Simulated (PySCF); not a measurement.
# C6H5BO2SSe: geometry, NMR shifts

Wanted: the NMR shifts of C6H5BO2SSe (`OB(O)c1cc2[se]ccc2s1`), by calculation.

Programs: PySCF 2.14.0, with density-fitted response routines of our own. Each step states its level of theory. These are calculated values for one molecule, in the gas phase or a continuum, unless marked as measured. Atoms count from 0, in the outputs and in this text.

## (1) The starting structure

16 atoms, charge 0, multiplicity 1; geometry from: GFN2-xTB. The atoms were then displaced at random by about 0.01 Å, so the start is not that level's minimum.

Bonds of the start (Å): O0–B1 1.39, B1–O2 1.34, B1–C3 1.52, C3–C4 1.40, C4–C5 1.41, C5–Se6 1.86, Se6–C7 1.87, C7–C8 1.35, C8–C9 1.41, C9–S10 1.72, S10–C3 1.77, C9–C5 1.39, O0–H11 0.94, O2–H12 0.95, C4–H13 1.06, C7–H14 1.10, C8–H15 1.08.

## (2) Relaxing the molecule at PBE0-D3(BJ)/def2-SVP

What the job is given:

```
{"job": {"xc": "PBE0", "basis": "def2-SVP", "d3": "d3bj", "grid": 1, "shake": 0.01, "kind": "geom"}, "charge": 0, "multiplicity": 1}
O      3.524800    -0.788600     0.283800
B      2.646410     0.294140     0.304290
O      3.147370     1.539340     0.371160
C      1.131220     0.141600     0.249270
C      0.360920    -0.997320    -0.009140
C     -1.024940    -0.751400     0.017560
Se    -2.546940    -1.792430    -0.236970
C     -3.501200    -0.212420     0.074940
C     -2.735970     0.866670     0.347880
C     -1.355260     0.565500     0.304690
S      0.056660     1.520220     0.529470
H      3.114600    -1.630170     0.244960
H      4.096230     1.577650     0.397870
H      0.783930    -1.952160    -0.191160
H     -4.595780    -0.241450     0.050360
H     -3.121100     1.858460     0.539240
```

Command:

```console
$ OMP_NUM_THREADS=1 python probes_run.py task.json out
```

This one command runs all jobs of the session in turn.

What it wrote:

```text
step   0  E = -3205.22173191  max force = 0.040138
step   1  E = -3205.22600935  max force = 0.010569
step   2  E = -3205.22628893  max force = 0.003647
step   3  E = -3205.22636823  max force = 0.002775
step   4  E = -3205.22645251  max force = 0.001058
step   5  E = -3205.22645728  max force = 0.000895
step   6  E = -3205.22646874  max force = 0.000288
optimisation converged
```

Wall time 7.7 min (1 thread of Intel Xeon at 2.50GHz, shared host); peak memory 0.92 GiB.

Relaxation path:

| step | energy from step 0 (eV) | largest force component (eV/Å) |
| --- | --- | --- |
| 0 | 0.0000 | 2.0640 |
| 1 | -0.1164 | 0.5435 |
| 2 | -0.1240 | 0.1875 |
| 3 | -0.1262 | 0.1427 |
| 4 | -0.1285 | 0.0544 |
| 5 | -0.1286 | 0.0460 |
| 6 | -0.1289 | 0.0148 |

Distances of close pairs at the start and the end, largest changes first:

| bond | before (Å) | after (Å) | change (Å) |
| --- | --- | --- | --- |
| B1–C3 | 1.524 | 1.559 | +0.035 |
| C4–H13 | 1.060 | 1.092 | +0.032 |
| C3–S10 | 1.770 | 1.739 | -0.032 |
| O0–B1 | 1.394 | 1.365 | -0.029 |
| O0–H11 | 0.937 | 0.960 | +0.023 |
| C3–C4 | 1.399 | 1.381 | -0.018 |
| B1–O2 | 1.344 | 1.358 | +0.014 |
| C7–C8 | 1.351 | 1.364 | +0.013 |

The end geometry stands in the next job.

| at the end point | value |
| --- | --- |
| point group (found at 0.08 Å tolerance) | Cs |
| rotational constants (GHz, main isotopes) | 1.795, 0.377, 0.311 |
| dipole moment (D) | 1.44 |

## (3) Nuclear shieldings: PBE0/pcSseg-1 in chloroform

What the job is given:

```
{"job": {"kind": "nmr", "xc": "PBE0", "basis": "pcSseg-1", "solvent": "chloroform", "pop": true}, "charge": 0, "multiplicity": 1}
O      3.528529    -0.712457     0.033140
B      2.658933     0.320931     0.232794
O      3.159788     1.565810     0.440744
C      1.110355     0.139627     0.226415
C      0.373336    -1.009419     0.016168
C     -1.020878    -0.777130     0.075045
Se    -2.564699    -1.810930    -0.109235
C     -3.531118    -0.240289     0.195282
C     -2.741485     0.853720     0.396437
C     -1.347620     0.556287     0.329420
S      0.076575     1.511453     0.495778
H      3.099256    -1.561786    -0.096460
H      4.122930     1.571096     0.426436
H      0.820095    -1.987566    -0.174784
H     -4.620748    -0.263714     0.199212
H     -3.144304     1.849479     0.587761
```

With the program's defaults for keys left out, this is: GIAO PBE0/pcSseg-1 NMR shielding, non-relativistic, IEF-PCM chloroform.

What it wrote:

```text
coarse grid: 72632 points
cycle   1  E = -3205.4600533695  dE =  1.200e+00  |g| = 1.098e+00  |ddm| = 4.609e+00
cycle   2  E = -3205.3476066978  dE =  1.124e-01  |g| = 1.266e+00  |ddm| = 1.497e+00
cycle   3  E = -3205.6056765970  dE = -2.581e-01  |g| = 1.639e-01  |ddm| = 9.691e-01
cycle   4  E = -3205.6098957307  dE = -4.219e-03  |g| = 4.929e-02  |ddm| = 1.207e-01
cycle   5  E = -3205.6102620337  dE = -3.663e-04  |g| = 2.032e-02  |ddm| = 6.074e-02
cycle   6  E = -3205.6103687713  dE = -1.067e-04  |g| = 4.430e-03  |ddm| = 2.205e-02
cycle   7  E = -3205.6103722953  dE = -3.524e-06  |g| = 1.545e-03  |ddm| = 5.903e-03
final grid: 152552 points
cycle   8  E = -3205.6104657477  dE =  9.755e-07  |g| = 2.576e-03  |ddm| = 4.706e-03
cycle   9  E = -3205.6104625666  dE =  3.181e-06  |g| = 4.394e-03  |ddm| = 7.269e-03
cycle  10  E = -3205.6104673904  dE = -4.824e-06  |g| = 3.884e-04  |ddm| = 4.604e-03
cycle  11  E = -3205.6104674292  dE = -3.880e-08  |g| = 3.662e-05  |ddm| = 3.845e-04
cycle  12  E = -3205.6104674295  dE = -3.010e-10  |g| = 9.209e-06  |ddm| = 4.290e-05
converged SCF energy = -3205.6104674295

GIAO shielding tensors (ppm)
atom      isotropic    diamagn.    paramagn.     s11        s22        s33       span
  0 O      226.725     387.213    -160.488    120.137    271.211    288.825    168.688
  1 B       75.687     194.502    -118.815     63.345     72.866     90.849     27.504
  2 O      226.911     385.703    -158.792    131.661    268.053    281.019    149.359
  3 C       42.871     264.268    -221.397    -27.134     30.680    125.066    152.200
  4 C       49.798     252.417    -202.620    -38.314     36.518    151.189    189.503
  5 C       34.941     260.956    -226.016    -12.101     10.384    106.538    118.639
  6 Se    1261.292    2994.769   -1733.477    909.173   1415.767   1458.937    549.764
  7 C       38.565     261.066    -222.501    -53.742     42.940    126.496    180.239
  8 C       56.621     246.768    -190.148    -27.647     45.933    151.576    179.224
  9 C       30.998     264.381    -233.384    -22.772     11.099    104.666    127.439
 10 S      287.056    1057.495    -770.439    148.884    293.602    418.682    269.798
 11 H       26.291      32.008      -5.717     17.798     25.419     35.657     17.859
 12 H       26.793      26.621       0.172     19.666     22.870     37.843     18.176
 13 H       23.476      32.501      -9.025     18.252     24.417     27.758      9.507
 14 H       23.321      29.445      -6.124     19.640     23.032     27.291      7.651
 15 H       23.691      28.918      -5.227     18.983     24.868     27.222      8.239
```

Wall time 2.6 min (1 thread of Intel Xeon at 2.50GHz, shared host); peak memory 1.3 GiB.

Shifts follow as δ = σ(reference) − σ, with reference shieldings (ppm) from runs at the same level and on the same kind of geometry: 1H TMS 31.25, 13C TMS 185.2, 17O H2O 341.0, 11B BF3·OEt2 101.2, 77Se Me2Se 1807, 33S CS2 495. The references are single molecules in the same continuum, so shifts against H2O, NH3, PH3, H3PO4 or CFCl3 are not on the usual liquid scales and can be off by tens of ppm. Atoms listed in one row are averaged.

| atoms | environment | σ (ppm) | δ (ppm) |
| --- | --- | --- | --- |
| C9 | ring-fusion aromatic carbon | 31.0 | 154.2 |
| C5 | ring-fusion aromatic carbon | 34.9 | 150.2 |
| C7 | aromatic CH next to the ring selenium | 38.6 | 146.6 |
| C3 | substituted aromatic carbon next to the ring sulfur | 42.9 | 142.3 |
| C4 | aromatic CH | 49.8 | 135.4 |
| C8 | aromatic CH | 56.6 | 128.5 |
| H14 | hydrogen on an aromatic CH next to the ring selenium | 23.32 | 7.93 |
| H13 | hydrogen on an aromatic CH | 23.48 | 7.77 |
| H15 | hydrogen on an aromatic CH | 23.69 | 7.56 |
| H11, H12 | hydrogen on an oxygen bonded to B | 26.54 | 4.70 |
| O0, O2 | oxygen bonded to B, H | 226.8 | 114.2 |
| B1 | boron bonded to C, 2 O | 75.7 | 25.5 |
| Se6 | selenium bonded to 2 C, in a 5-membered ring | 1261 | 546 |
| S10 | aromatic ring sulfur | 287 | 208 |

Charges from the same density, by scheme (e):

| atoms | Mulliken | IAO | Hirshfeld | ESP fit |
| --- | --- | --- | --- | --- |
| O0, O2 | -0.43 | -0.56 | -0.27 | -0.69 |
| B1 | 0.64 | 0.48 | 0.22 | 0.72 |
| C3 | -0.50 | -0.31 | -0.12 | -0.35 |
| C4 | 0.01 | -0.16 | -0.07 | -0.15 |
| C5 | -0.26 | -0.20 | -0.07 | -0.15 |
| Se6 | 0.26 | 0.36 | 0.13 | 0.12 |
| C7 | -0.24 | -0.33 | -0.09 | -0.37 |
| C8 | 0.01 | -0.18 | -0.08 | -0.34 |
| C9 | -0.31 | -0.17 | -0.05 | 0.25 |
| S10 | 0.34 | 0.34 | 0.09 | -0.01 |

Mayer bond orders: O0–B1 1.22, B1–O2 1.25, B1–C3 0.85, C3–C4 1.56, C4–C5 1.30, C5–Se6 1.09, Se6–C7 1.15, C7–C8 1.60, C8–C9 1.19, C9–S10 1.12, S10–C3 1.13, C9–C5 1.34.

Ring of atoms C3, C4, C5, C9, S10: NICS(0) -10.6, NICS(1) -10.4, NICS(1)zz -23.0 ppm (means of both faces).

Ring of atoms C5, Se6, C7, C8, C9: NICS(0) -10.5, NICS(1) -9.5, NICS(1)zz -19.7 ppm (means of both faces).

## (4) Results

```
                                                                           quantity                                         value
                                                                        point group                                            Cs
                                               rotational constants (main isotopes)                          1.80, 0.38, 0.31 GHz
                                 13C shifts against TMS (PBE0/pcSseg-1, chloroform)  154.2, 150.2, 146.6, 142.3, 135.4, 128.5 ppm
 1H shifts against TMS (PBE0/pcSseg-1, chloroform, means over atoms taken as alike)                    7.93, 7.77, 7.56, 4.70 ppm
17O shifts against H2O (PBE0/pcSseg-1, chloroform, means over atoms taken as alike)                                     114.2 ppm
                            11B shifts against BF3·OEt2 (PBE0/pcSseg-1, chloroform)                                      25.5 ppm
                              77Se shifts against Me2Se (PBE0/pcSseg-1, chloroform)                                       546 ppm
                                 33S shifts against CS2 (PBE0/pcSseg-1, chloroform)                                       208 ppm
```

In words: The start of the PBE0/def2-SVP relaxation was shaken at random by about 0.01 Å, so part of the energy gained, and of the first lengths quoted, undoes that. Relaxing lowered the energy by 0.129 eV in 6 steps; the close pair that moved most is B1–C3, from 1.524 to 1.559 Å. No frequency check was run at this level, so the end point may be a saddle. At PBE0/pcSseg-1: The largest span, 550 ppm, is at Se6, where the paramagnetic term is -1733 ppm. NICS(1)zz of -23 ppm above the planar ring from C3 marks a diatropic (aromatic) ring current. NICS(1)zz of -20 ppm above the planar ring from C5 marks a diatropic (aromatic) ring current. Spin-orbit coupling is left out, which matters for shieldings and couplings at and beside the heavy atoms.
